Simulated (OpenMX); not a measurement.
Crystal: MoSe.

```
Mo Se
1.0
     3.47067    0.00000    0.00000
    -1.73533    3.00569    0.00000
     0.00000    0.00000    4.37280
Mo Se
1 1
Cartesian
  1.7353 1.0019 0.1113
  0.0000 2.0038 0.5179
```

The cell was built by a generator and needn't be a form met in nature.

Base run:

```yaml
Program: OpenMX 3.8.5
Functional: PBE
Potentials_or_basis: OpenMX 2013 PBE set, Mo7.0-s3p2d2, Se7.0-s3p2d2, grid cutoff 400 Ry
k_mesh: 7 × 7 × 5
Occupations: fermi-dirac, width 0.05 eV
Spin: no spin polarisation
```

Its results: pressure 74.8 GPa; largest force 7.331 eV/Å.

Task: The run is repeated on the same cell with these changes: functional from PBE to LDA; potentials or basis from OpenMX 2013 PBE set, Mo7.0-s3p2d2, Se7.0-s3p2d2, grid cutoff 400 Ry to OpenMX 2013 LDA set, Mo7.0-s3p2d2, Se7.0-s3p2d2, grid cutoff 400 Ry. What comes out?

Result: Pressure 67.5 GPa; largest force 6.865 eV/Å.

Caveats: a pressure of tens of GPa on the cell as given is suspect, and the run, the potentials or the cell itself is likely at fault; the basis of atomic orbitals isn't converged, which shifts pressures, moduli and gaps; forces of over 1 eV/Å show positions far from the minimum, so gaps and moduli don't describe the material at rest; this functional lacks dispersion, which binds the layers, so the pressure and a relaxed spacing across them are unreliable (some runs).
